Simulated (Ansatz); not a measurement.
# Sr3Pt: the cost of one run

Computed with Ansatz 0.2.0 (DFT PBE, scalar-relativistic, plane waves, PAW, unless a step's input says otherwise).

## (1) Starting point

The structure is cubic, space group Pm-3m (No. 221). Conventional cell: a = 5.144 Å, b = 5.144 Å, c = 5.144 Å, α = 90.00°, β = 90.00°, γ = 90.00°. Sr (site symmetry 4/mmm) is surrounded by 8 Sr at 3.64 Å and 4 Pt at 3.64 Å. Pt (site symmetry m-3m) is surrounded by 12 Sr at 3.64 Å.

Structure file:

```cif
data_structure
_symmetry_space_group_name_H-M 'P 1'
_symmetry_Int_Tables_number 1
_cell_length_a 5.1437
_cell_length_b 5.1437
_cell_length_c 5.1437
_cell_angle_alpha 90.000
_cell_angle_beta 90.000
_cell_angle_gamma 90.000
_cell_volume 136.09
loop_
_atom_site_label
_atom_site_type_symbol
_atom_site_fract_x
_atom_site_fract_y
_atom_site_fract_z
_atom_site_occupancy
Sr1 Sr 0.00000 0.50000 0.50000 1
Sr2 Sr 0.50000 0.00000 0.50000 1
Sr3 Sr 0.50000 0.50000 0.00000 1
Pt1 Pt 0.00000 0.00000 0.00000 1
```

It is the end of an earlier relaxation with the same method, starting from a generated guess, and another structure or a mixture of phases may lie lower. At a tolerance of 0.05 Å it has space group Pm-3m (No. 221); it has 34.02 Å³/atom, an uncorrected energy of -0.12 eV/atom over the elements.

## (2) Electronic structure at the relaxed geometry

The input, input.yaml:

```yaml
crystal:
  lattice:
    - [5.1437300822, 0.0, 0.0]
    - [0.0, 5.1437300822, 0.0]
    - [0.0, 0.0, 5.1437300822]
  atoms:
    - { symbol: Sr, position: [0.0, 0.5, 0.5] }
    - { symbol: Sr, position: [0.5, 0.0, 0.5] }
    - { symbol: Sr, position: [0.5, 0.5, 0.0] }
    - { symbol: Pt, position: [0.0, 0.0, 0.0] }
basis:
  ecutwfc: 420
kpoints:
  mp_grid: { grid: [10, 10, 10] }
  band_path:
    path:
      - [[0.0, 0.0, 0.0], [0.0, 0.5, 0.0], [0.5, 0.5, 0.0], [0.0, 0.0, 0.0], [0.5, 0.5, 0.5], [0.0, 0.5, 0.0]]
      - [[0.5, 0.5, 0.5], [0.5, 0.5, 0.0]]
    npoints: 14
hamiltonian:
  xc: pbe
scf:
  occupations: { method: gaussian, width: 0.1 }
  n_extra_bands: 10
output:
  forces: true
  stress: true
  eigenvalues: true
  populations: true
  dos: { projected: true, de: 0.02, nscf_kmesh: { grid: [12, 12, 12] } }
  bader: true
  write_density: true
  write_potential: true
  elf: true
  volumetric_format: npy
```

Command:

```
$ ansatz run input.yaml --threads 1 --pin off --max-ram 2048MiB --backend cpu --events-out ev --progress --plain --runs-dir out
```

**Question.** How long does this run take on 1 thread of Intel Xeon Platinum 8259CL at 2.50GHz (Skylake/Cascade Lake), shared host, and how much memory does it need?

About 74 s, with a peak of 0.67 GiB.
